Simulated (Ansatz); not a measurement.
NaSiO3, space group Pm-3m: an equation of state with a fit, run with Ansatz 0.2.0 through its Python package.

`eos_nasio3.py`
```python
# -*- coding: utf-8 -*-
import ansatz as az
import numpy as np
from pymatgen.analysis.eos import EOS

VECTORS = np.array([
    [3.561251, 0.0, 0.0],
    [0.0, 3.561251, 0.0],
    [0.0, 0.0, 3.561251],
])
SITES = [
    ("Na", [0.0, 0.0, 0.0]),
    ("Si", [0.5, 0.5, 0.5]),
    ("O", [0.5, 0.5, 0.0]),
    ("O", [0.5, 0.0, 0.5]),
    ("O", [0.0, 0.5, 0.5]),
]


def on_lattice(cell):
    crystal = az.Crystal(lattice=az.Lattice.of(cell))
    for symbol, position in SITES:
        crystal = crystal.atom(symbol, position)
    return crystal

volumes, energies = [], []
for scale in np.linspace(0.95, 1.07, 5):
    cell = VECTORS * scale ** (1 / 3)
    job = (
        on_lattice(cell).calculation()
        .occupations("Fermi-Dirac", width=0.1)
        .pseudopotentials("paw")
        .functional(az.Functional.PBESOL)
        .basis(470)
        .kpoints(7, 7, 7)
    )
    rep = job.run(threads=1).report
    volumes.append(abs(np.linalg.det(cell)) / len(SITES))
    energies.append(rep["free_energy_ev"] / len(SITES))
    print(f"V = {volumes[-1]:8.4f} A^3/atom  F = {energies[-1]:.5f} eV/atom")

for form in ["pourier_tarantola", "birch_murnaghan", "murnaghan"]:
    fit = EOS(eos_name=form).fit(volumes, energies)
    print(f"{form:18s} V0 {fit.v0:8.4f} A^3/atom  B0 {fit.b0_GPa:7.1f} GPa  B1 {fit.b1:5.2f}")
```

Its results, one of them left out:

| V (Å³/atom) | F less the lowest row shown (meV/atom) |
| --- | --- |
| 8.581 | 0.00 |
| 8.852 | ? |
| 9.123 | 3.15 |
| 9.394 | 18.99 |
| 9.665 | 42.45 |

What is the missing energy at 8.852 Å³ an atom?

A third-order Birch-Murnaghan fit, E = E0 + (9 V0 B0 / 16) [(t - 1)³ B' + (t - 1)² (6 - 4t)] with t = (V0/V)^(2/3), through the 4 rows shown gives V0 = 8.805 Å³, B0 = 208.5 GPa, B' = 4.33 and E0 = -3.87 meV. At V = 8.852 Å³, t = 0.99644, and the fit interpolates to -3.71 meV. The run gave -3.69 meV, a miss of 0.02 meV.

What to keep in mind:
- The cell holds an odd number of electrons and is run without spin, so a magnetic state may lie lower.
- The mesh is modest for a metal, so energies can be off by several to tens of meV an atom and pressures by half a GPa or more; differences at equal mesh fare better.
- The structure comes from a database of computed cells and needn't be a stable or known phase.
- Cost: about 6 core-seconds.

(A comment or docstring line of the script was reworded after the run, the code is as it ran.)
